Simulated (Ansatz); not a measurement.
# SrFeO3: the cost of one run

Method: DFT PBEsol, scalar-relativistic, plane waves, PAW, in Ansatz 0.2.0.

### Step 1. Starting point

It takes space group Pm-3m (No. 221, cubic). The conventional cell has a = 3.787 Å, b = 3.787 Å, c = 3.787 Å, α = 90.00°, β = 90.00°, γ = 90.00°. Sr (site symmetry m-3m) is surrounded by 12 O at 2.68 Å. Fe (site symmetry m-3m) has 6 O at 1.89 Å in its first shell of neighbours. O (site symmetry 4/mmm) has 2 Fe at 1.89 Å and 4 Sr at 2.68 Å in its first shell of neighbours.

Structure file:

```
CELL_PARAMETERS angstrom
3.78669 0.00000 0.00000
0.00000 3.78669 0.00000
0.00000 0.00000 3.78669
ATOMIC_POSITIONS crystal
Sr 0.00000 0.00000 0.00000
Fe 0.50000 0.50000 0.50000
O 0.00000 0.50000 0.50000
O 0.50000 0.00000 0.50000
O 0.50000 0.50000 0.00000
```

It goes back to an entry of the Materials Project.

It is the result of an earlier relaxation at this level (volume 10.86 Å³/atom; gap on the mesh: none (metal), site moments up to 2.6 μB).

### Step 2. Point at V/V0 = 0.97

input.yaml reads:

```yaml
crystal:
  lattice:
    - [3.7484404011, 0.0, 0.0]
    - [0.0, 3.7484404011, 0.0]
    - [0.0, 0.0, 3.7484404011]
  atoms:
    - { symbol: Sr, position: [0.0, 0.0, 0.0] }
    - { symbol: Fe, position: [0.5, 0.5, 0.5], spin: 2.88 }
    - { symbol: O, position: [0.0, 0.5, 0.5], spin: 0.18 }
    - { symbol: O, position: [0.5, 0.0, 0.5], spin: 0.18 }
    - { symbol: O, position: [0.5, 0.5, 0.0], spin: 0.18 }
basis:
  ecutwfc: 420
kpoints:
  mp_grid: { grid: [10, 10, 10] }
hamiltonian:
  xc: pbesol
scf:
  occupations: { method: gaussian, width: 0.1 }
output:
  forces: true
  stress: true
  eigenvalues: true
  populations: true
magnetization:
  spin_polarized: true
```

Started as:

```sh
$ ansatz run input.yaml --threads 2 --pin off --max-ram 5120MiB --backend cpu --events-out ev --progress --plain --runs-dir out
```

**Question.** How long does this run take on 2 threads of Intel Xeon 6975P-C (Granite Rapids), shared host, and how much memory does it need?

About 4.1 s, with a peak of 0.49 GiB.
